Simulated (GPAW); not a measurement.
# GaGe3 (Fm-3m) in GPAW: a series of runs

Aim: see how the results for GaGe3 move with the level of theory and the settings. Levels: PBEsol+D3(BJ)+ATM, PBEsol+D4. Tasks: relaxation of cell and atoms.

All numbers are computed with GPAW 26.7.0; they aren't measurements. Logs are shortened: lines on timing, memory, paths and dates and some standing lists are left out, and cuts for length are marked. The log counts tension as positive stress, the text compression.

## 1. The crystal as given

The structure is cubic, space group Fm-3m (No. 225). Conventional cell: a = 6.774 Å, b = 6.774 Å, c = 6.774 Å, α = 90.00°, β = 90.00°, γ = 90.00°. Ge (site symmetry m-3m) is surrounded by 8 Ge at 2.93 Å. Ge (site symmetry -43m) has 4 Ge at 2.93 Å and 4 Ga at 2.93 Å as nearest neighbours. Around Ga (site symmetry m-3m) lie 8 Ge at 2.93 Å.

The cell comes from a database or a generator and needn't be the stable form of this composition.

## 2. Relaxation of cell and atoms, PBEsol+D3(BJ)+ATM

File run.py:

```python
from ase import Atoms
from ase.calculators.mixing import SumCalculator
from ase.filters import FrechetCellFilter
from ase.io import write
from ase.optimize import BFGS
from dftd3.ase import DFTD3
from gpaw import GPAW, PW, setup_paths

setup_paths.insert(0, '.')

atoms = Atoms(['Ge', 'Ge', 'Ge', 'Ga'],
              cell=[[0.0, 3.387167, 3.387167],
                    [3.387167, 0.0, 3.387167],
                    [3.387167, 3.387167, 0.0]],
              scaled_positions=[[0.5, 0.5, 0.5],
                                [0.75, 0.75, 0.75],
                                [0.25, 0.25, 0.25],
                                [0.0, 0.0, 0.0]],
              pbc=True)

calc = GPAW(mode=PW(600),
            xc='PBEsol',
            kpts={'size': (7, 7, 7), 'gamma': True},
            occupations={'name': 'fermi-dirac', 'width': 0.05},
            nbands=18,
            convergence={'density': 1e-05, 'forces': 0.0001},
            maxiter=150,
            txt='gpaw.txt')
atoms.calc = SumCalculator([calc, DFTD3(damping='d3bj', params_tweaks=dict(method='pbesol', atm=True))])
opt = BFGS(FrechetCellFilter(atoms), trajectory='relax.traj', logfile='-')
done = opt.run(fmax=0.02, steps=60)
calc.write('gs.gpw')
write('result.traj', atoms)
print('Converged:', done)
print('Cell:', atoms.cell.cellpar().round(4))
print('Volume:', round(atoms.get_volume(), 4))
print(atoms.get_scaled_positions().round(5))
```

Potentials or basis: PAW data sets generated in the run's folder for this functional, pw.

Command:

```sh
gpaw-setup -f PBEsol Ga Ge
OMP_NUM_THREADS=1 python run.py
```

gpaw.txt:

```text
__  _  _
 | _ |_)|_||  |
 |__||  | ||/\| - 26.7.0

Input parameters:
  mode=PW(ecut=600.0),
  convergence={'density': 1e-05, 'forces': 0.0001},
  kpts=MonkhorstPack(size=(7, 7, 7), gamma=True),
  maxiter=150,
  nbands=18,
  occupations=Occupations(name='fermi-dirac', width=0.05),
  xc=XC(name='PBEsol')

Diagonalizing LCAO Hamiltonian
Converting LCAO to pw mode

                       Ge

                  Ge

            Ge

       Ga

Atoms  # Å, Bohr magnetons
|   | symbol |        x |        y |        z |    initial magnetic moments |
|---|--------|----------|----------|----------|-----------------------------|
| 0 |     Ge | 3.387167 | 3.387167 | 3.387167 | ( 0.0000,  0.0000,  0.0000) |
| 1 |     Ge | 5.080750 | 5.080750 | 5.080750 | ( 0.0000,  0.0000,  0.0000) |
| 2 |     Ge | 1.693583 | 1.693583 | 1.693583 | ( 0.0000,  0.0000,  0.0000) |
| 3 |     Ga | 0.000000 | 0.000000 | 0.000000 | ( 0.0000,  0.0000,  0.0000) |

Unit cell  # Å
| periodic |        x |        y |        z |  lengths |    angles |
|----------|----------|----------|----------|----------|-----------|
|      yes | 0.000000 | 3.387167 | 3.387167 | 4.790178 | 60.000000 |
|      yes | 3.387167 | 0.000000 | 3.387167 | 4.790178 | 60.000000 |
|      yes | 3.387167 | 3.387167 | 0.000000 | 4.790178 | 60.000000 |

Number of symmetries: 48
Symmetry operations  # r_c * U_cc + t_c -> r_c
|    | kind |            matrix            |
|----|------|------------------------------|
|  0 |  σ   |  1, 0, 0,  1, 0,-1,  1,-1, 0 |
|  1 |  C2  |  1, 0, 0,  1,-1, 0,  1, 0,-1 |
|  2 |  E   |  1, 0, 0,  0, 1, 0,  0, 0, 1 |
|  3 |  σ   |  1, 0, 0,  0, 0, 1,  0, 1, 0 |
|  4 |  C4  |  1, 0,-1,  1, 0, 0,  1,-1, 0 |
|  5 |  S6  |  1, 0,-1,  1,-1, 0,  1, 0, 0 |
|  6 |  σ   |  1, 0,-1,  0, 1,-1,  0, 0,-1 |
|  7 |  C3  |  1, 0,-1,  0, 0,-1,  0, 1,-1 |
|  8 |  S6  |  1,-1, 0,  1, 0, 0,  1, 0,-1 |
|  9 |  C4  |  1,-1, 0,  1, 0,-1,  1, 0, 0 |
| 10 |  C3  |  1,-1, 0,  0,-1, 1,  0,-1, 0 |
| 11 |  σ   |  1,-1, 0,  0,-1, 0,  0,-1, 1 |
| 12 |  σ   |  0, 1, 0,  1, 0, 0,  0, 0, 1 |
| 13 |  C4  |  0, 1, 0,  0, 1,-1, -1, 1, 0 |
| 14 |  C3  |  0, 1, 0,  0, 0, 1,  1, 0, 0 |
| 15 |  S6  |  0, 1, 0, -1, 1, 0,  0, 1,-1 |
| 16 |  C2  |  0, 1,-1,  1, 0,-1,  0, 0,-1 |
| 17 |  σ   |  0, 1,-1,  0, 1, 0, -1, 1, 0 |
| 18 |  S4  |  0, 1,-1,  0, 0,-1,  1, 0,-1 |
| 19 |  C4  |  0, 1,-1, -1, 1, 0,  0, 1, 0 |
| 20 |  C3  |  0, 0, 1,  1, 0, 0,  0, 1, 0 |
| 21 |  σ   |  0, 0, 1,  0, 1, 0,  1, 0, 0 |
[... 159 lines left out ...]
SCF iterations
|iter     | |      energy | eigst |  dens |force |
|---------|-|-------------|-------|-------|------|
|iter:   1| |  -17.415043 | -0.69 |       |      |
|iter:   2| |  -17.409251 | -3.05 | -1.22 |      |
|iter:   3| |  -17.355419 | -3.37 | -1.25 |      |
|iter:   4| |  -17.351893 | -4.23 | -1.85 |      |
|iter:   5| |  -17.351884c| -5.67 | -2.84 |      |
|iter:   6| |  -17.351875c| -6.45 | -3.24 |      |
|iter:   7| |  -17.351876c| -8.18c| -4.12 |      |
|iter:   8| |  -17.351876c| -8.83c| -4.88 |      |
|iter:   9| |  -17.351876c| -9.51c| -5.30c|      |
|iter:  10| |  -17.351876c|-10.42c| -6.61c|-16.76c|

Converged in 10 steps
Energy contributions relative to reference atoms: (reference = -224011.715208)

Energy contributions:
  Kinetic:          21.821529
  Coulomb:         -19.794608
  Zero:             -0.012691
  External:          0.000000
  Xc:              -19.361544
  Entropy:          -0.009125
  Spinorbit:         0.000000
  ----------------------------
  Free energy:     -17.356439
  Extrapolated:    -17.351876

dipole moment: (-17.489367, -17.489367, -17.489367)  # |e|*Ang

Fermi level: 6.983
Eigenvalues  # (at kpt = [0.000, 0.000, 0.000])
| band index |      eig [eV] | occ [0-2] |
|------------|---------------|-----------|
|          0 |        -5.452 |     2.000 |
|        ... |               |           |
|          2 |         2.415 |     2.000 |
|          3 |         5.434 |     2.000 |
|          4 |         5.434 |     2.000 |
|          5 |         5.434 |     2.000 |
|          6 |         5.736 |     2.000 |
|          7 |         5.736 |     2.000 |
[... 29 lines left out ...]
Interpolating wave functions to new cell

                       Ge

                  Ge

            Ge

       Ga

Atoms  # Å, Bohr magnetons
|   | symbol |         x |        y |         z |    initial magnetic moments |
|---|--------|-----------|----------|-----------|-----------------------------|
| 0 |     Ge |  3.377632 | 3.377632 |  3.377632 | ( 0.0000,  0.0000,  0.0000) |
| 1 |     Ge |  5.066449 | 5.066449 |  5.066449 | ( 0.0000,  0.0000,  0.0000) |
| 2 |     Ge |  1.688816 | 1.688816 |  1.688816 | ( 0.0000,  0.0000,  0.0000) |
| 3 |     Ga | -0.000000 | 0.000000 | -0.000000 | ( 0.0000,  0.0000,  0.0000) |

Unit cell  # Å
| periodic |         x |         y |         z |  lengths |    angles |
|----------|-----------|-----------|-----------|----------|-----------|
|      yes | -0.000000 |  3.377632 |  3.377632 | 4.776694 | 60.000000 |
|      yes |  3.377632 | -0.000000 |  3.377632 | 4.776694 | 60.000000 |
|      yes |  3.377632 |  3.377632 | -0.000000 | 4.776694 | 60.000000 |

Number of symmetries: 48
Symmetry operations  # r_c * U_cc + t_c -> r_c
|    | kind |            matrix            |
|----|------|------------------------------|
|  0 |  σ   |  1, 0, 0,  1, 0,-1,  1,-1, 0 |
|  1 |  C2  |  1, 0, 0,  1,-1, 0,  1, 0,-1 |
|  2 |  E   |  1, 0, 0,  0, 1, 0,  0, 0, 1 |
|  3 |  σ   |  1, 0, 0,  0, 0, 1,  0, 1, 0 |
|  4 |  C4  |  1, 0,-1,  1, 0, 0,  1,-1, 0 |
|  5 |  S6  |  1, 0,-1,  1,-1, 0,  1, 0, 0 |
|  6 |  σ   |  1, 0,-1,  0, 1,-1,  0, 0,-1 |
|  7 |  C3  |  1, 0,-1,  0, 0,-1,  0, 1,-1 |
|  8 |  S6  |  1,-1, 0,  1, 0, 0,  1, 0,-1 |
|  9 |  C4  |  1,-1, 0,  1, 0,-1,  1, 0, 0 |
| 10 |  C3  |  1,-1, 0,  0,-1, 1,  0,-1, 0 |
| 11 |  σ   |  1,-1, 0,  0,-1, 0,  0,-1, 1 |
| 12 |  σ   |  0, 1, 0,  1, 0, 0,  0, 0, 1 |
| 13 |  C4  |  0, 1, 0,  0, 1,-1, -1, 1, 0 |
| 14 |  C3  |  0, 1, 0,  0, 0, 1,  1, 0, 0 |
| 15 |  S6  |  0, 1, 0, -1, 1, 0,  0, 1,-1 |
| 16 |  C2  |  0, 1,-1,  1, 0,-1,  0, 0,-1 |
| 17 |  σ   |  0, 1,-1,  0, 1, 0, -1, 1, 0 |
| 18 |  S4  |  0, 1,-1,  0, 0,-1,  1, 0,-1 |
| 19 |  C4  |  0, 1,-1, -1, 1, 0,  0, 1, 0 |
| 20 |  C3  |  0, 0, 1,  1, 0, 0,  0, 1, 0 |
| 21 |  σ   |  0, 0, 1,  0, 1, 0,  1, 0, 0 |
[... 230 lines left out ...]
Interpolating wave functions to new cell

                      Ge

                 Ge

            Ge

       Ga

Atoms  # Å, Bohr magnetons
|   | symbol |        x |        y |         z |    initial magnetic moments |
|---|--------|----------|----------|-----------|-----------------------------|
| 0 |     Ge | 3.262782 | 3.262782 |  3.262782 | ( 0.0000,  0.0000,  0.0000) |
| 1 |     Ge | 4.894174 | 4.894174 |  4.894174 | ( 0.0000,  0.0000,  0.0000) |
| 2 |     Ge | 1.631391 | 1.631391 |  1.631391 | ( 0.0000,  0.0000,  0.0000) |
| 3 |     Ga | 0.000000 | 0.000000 | -0.000000 | ( 0.0000,  0.0000,  0.0000) |

Unit cell  # Å
| periodic |         x |         y |        z |  lengths |    angles |
|----------|-----------|-----------|----------|----------|-----------|
|      yes | -0.000000 |  3.262782 | 3.262782 | 4.614271 | 60.000000 |
|      yes |  3.262782 | -0.000000 | 3.262782 | 4.614271 | 60.000000 |
|      yes |  3.262782 |  3.262782 | 0.000000 | 4.614271 | 60.000000 |

Number of symmetries: 48
Symmetry operations  # r_c * U_cc + t_c -> r_c
|    | kind |            matrix            |
|----|------|------------------------------|
|  0 |  σ   |  1, 0, 0,  1, 0,-1,  1,-1, 0 |
|  1 |  C2  |  1, 0, 0,  1,-1, 0,  1, 0,-1 |
|  2 |  E   |  1, 0, 0,  0, 1, 0,  0, 0, 1 |
|  3 |  σ   |  1, 0, 0,  0, 0, 1,  0, 1, 0 |
|  4 |  C4  |  1, 0,-1,  1, 0, 0,  1,-1, 0 |
|  5 |  S6  |  1, 0,-1,  1,-1, 0,  1, 0, 0 |
|  6 |  σ   |  1, 0,-1,  0, 1,-1,  0, 0,-1 |
|  7 |  C3  |  1, 0,-1,  0, 0,-1,  0, 1,-1 |
|  8 |  S6  |  1,-1, 0,  1, 0, 0,  1, 0,-1 |
|  9 |  C4  |  1,-1, 0,  1, 0,-1,  1, 0, 0 |
| 10 |  C3  |  1,-1, 0,  0,-1, 1,  0,-1, 0 |
| 11 |  σ   |  1,-1, 0,  0,-1, 0,  0,-1, 1 |
| 12 |  σ   |  0, 1, 0,  1, 0, 0,  0, 0, 1 |
| 13 |  C4  |  0, 1, 0,  0, 1,-1, -1, 1, 0 |
| 14 |  C3  |  0, 1, 0,  0, 0, 1,  1, 0, 0 |
| 15 |  S6  |  0, 1, 0, -1, 1, 0,  0, 1,-1 |
| 16 |  C2  |  0, 1,-1,  1, 0,-1,  0, 0,-1 |
| 17 |  σ   |  0, 1,-1,  0, 1, 0, -1, 1, 0 |
| 18 |  S4  |  0, 1,-1,  0, 0,-1,  1, 0,-1 |
| 19 |  C4  |  0, 1,-1, -1, 1, 0,  0, 1, 0 |
| 20 |  C3  |  0, 0, 1,  1, 0, 0,  0, 1, 0 |
| 21 |  σ   |  0, 0, 1,  0, 1, 0,  1, 0, 0 |
[... 231 lines left out ...]
Interpolating wave functions to new cell

                      Ge

                 Ge

            Ge

       Ga

Atoms  # Å, Bohr magnetons
|   | symbol |         x |        y |         z |    initial magnetic moments |
|---|--------|-----------|----------|-----------|-----------------------------|
| 0 |     Ge |  3.281913 | 3.281913 |  3.281913 | ( 0.0000,  0.0000,  0.0000) |
| 1 |     Ge |  4.922869 | 4.922869 |  4.922869 | ( 0.0000,  0.0000,  0.0000) |
| 2 |     Ge |  1.640956 | 1.640956 |  1.640956 | ( 0.0000,  0.0000,  0.0000) |
| 3 |     Ga | -0.000000 | 0.000000 | -0.000000 | ( 0.0000,  0.0000,  0.0000) |

Unit cell  # Å
| periodic |         x |         y |        z |  lengths |    angles |
|----------|-----------|-----------|----------|----------|-----------|
|      yes | -0.000000 |  3.281913 | 3.281913 | 4.641326 | 60.000000 |
|      yes |  3.281913 | -0.000000 | 3.281913 | 4.641326 | 60.000000 |
|      yes |  3.281913 |  3.281913 | 0.000000 | 4.641326 | 60.000000 |

Number of symmetries: 48
Symmetry operations  # r_c * U_cc + t_c -> r_c
|    | kind |            matrix            |
|----|------|------------------------------|
|  0 |  σ   |  1, 0, 0,  1, 0,-1,  1,-1, 0 |
|  1 |  C2  |  1, 0, 0,  1,-1, 0,  1, 0,-1 |
|  2 |  E   |  1, 0, 0,  0, 1, 0,  0, 0, 1 |
|  3 |  σ   |  1, 0, 0,  0, 0, 1,  0, 1, 0 |
|  4 |  C4  |  1, 0,-1,  1, 0, 0,  1,-1, 0 |
|  5 |  S6  |  1, 0,-1,  1,-1, 0,  1, 0, 0 |
|  6 |  σ   |  1, 0,-1,  0, 1,-1,  0, 0,-1 |
|  7 |  C3  |  1, 0,-1,  0, 0,-1,  0, 1,-1 |
|  8 |  S6  |  1,-1, 0,  1, 0, 0,  1, 0,-1 |
|  9 |  C4  |  1,-1, 0,  1, 0,-1,  1, 0, 0 |
| 10 |  C3  |  1,-1, 0,  0,-1, 1,  0,-1, 0 |
| 11 |  σ   |  1,-1, 0,  0,-1, 0,  0,-1, 1 |
| 12 |  σ   |  0, 1, 0,  1, 0, 0,  0, 0, 1 |
| 13 |  C4  |  0, 1, 0,  0, 1,-1, -1, 1, 0 |
| 14 |  C3  |  0, 1, 0,  0, 0, 1,  1, 0, 0 |
| 15 |  S6  |  0, 1, 0, -1, 1, 0,  0, 1,-1 |
| 16 |  C2  |  0, 1,-1,  1, 0,-1,  0, 0,-1 |
| 17 |  σ   |  0, 1,-1,  0, 1, 0, -1, 1, 0 |
| 18 |  S4  |  0, 1,-1,  0, 0,-1,  1, 0,-1 |
| 19 |  C4  |  0, 1,-1, -1, 1, 0,  0, 1, 0 |
| 20 |  C3  |  0, 0, 1,  1, 0, 0,  0, 1, 0 |
| 21 |  σ   |  0, 0, 1,  0, 1, 0,  1, 0, 0 |
[... 212 lines left out ...]
No gap
No difference between direct/indirect transitions

Stress tensor  # eV/Ang^3
|         x |         y |         z |
|-----------|-----------|-----------|
| -0.016535 | -0.000000 |  0.000000 |
| -0.000000 | -0.016535 | -0.000000 |
|  0.000000 | -0.000000 | -0.016535 |

Forces  # eV/Ang
|       x |        y |        z |
|---------|----------|----------|
| 0.00000 |  0.00000 |  0.00000 |  # Ge   0
| 0.00000 |  0.00000 | -0.00000 |  # Ge   1
| 0.00000 |  0.00000 | -0.00000 |  # Ge   2
| 0.00000 | -0.00000 |  0.00000 |  # Ga   3

# Writing to gs.gpw (mode='')
```

Wall time 2 min (1 thread of Arm Neoverse N1, shared host); peak memory 0.21 GiB.

What came out:

```yaml
Free_energy: -18.6881 eV
Relaxed_volume: 17.67 Å³/atom
Relaxed_cell: a = 4.641 Å, b = 4.641 Å, c = 4.641 Å, α = 60.00°, β = 60.00°, γ = 60.00°
Space_group_after_relaxing_to_0.05_Å: Fm-3m (No. 225)
Energy_gained_by_relaxing: 39.7 meV/atom
Ionic_steps: 4
Pressure_after_relaxing: -0.2 GPa
Band_gap_on_the_k_mesh: none (metal or under the smearing width)
Dispersion_energy_per_atom: -0.322 eV
```

Step by step:
```
step  energy change (eV)  largest force (eV/Å)  pressure (GPa)  volume (Å³)
   1              0.0000                0.0000           -6.51        77.72
   2             -0.0257                0.0000           -6.07        77.07
   3             -0.1538                0.0000            1.37        69.47
   4             -0.1589                0.0000           -0.17        70.70
```

Final structure:
```
CELL_PARAMETERS angstrom
0.00000 3.28191 3.28191
3.28191 0.00000 3.28191
3.28191 3.28191 0.00000
ATOMIC_POSITIONS crystal
Ge 0.50000 0.50000 0.50000
Ge 0.75000 0.75000 0.75000
Ge 0.25000 0.25000 0.25000
Ga 0.00000 0.00000 0.00000
```

Caveat: later steps reuse the first step's grids; pairwise dispersion overbinds metals, which lowers pressure and volume.

(Continued in part 2 of 2.)
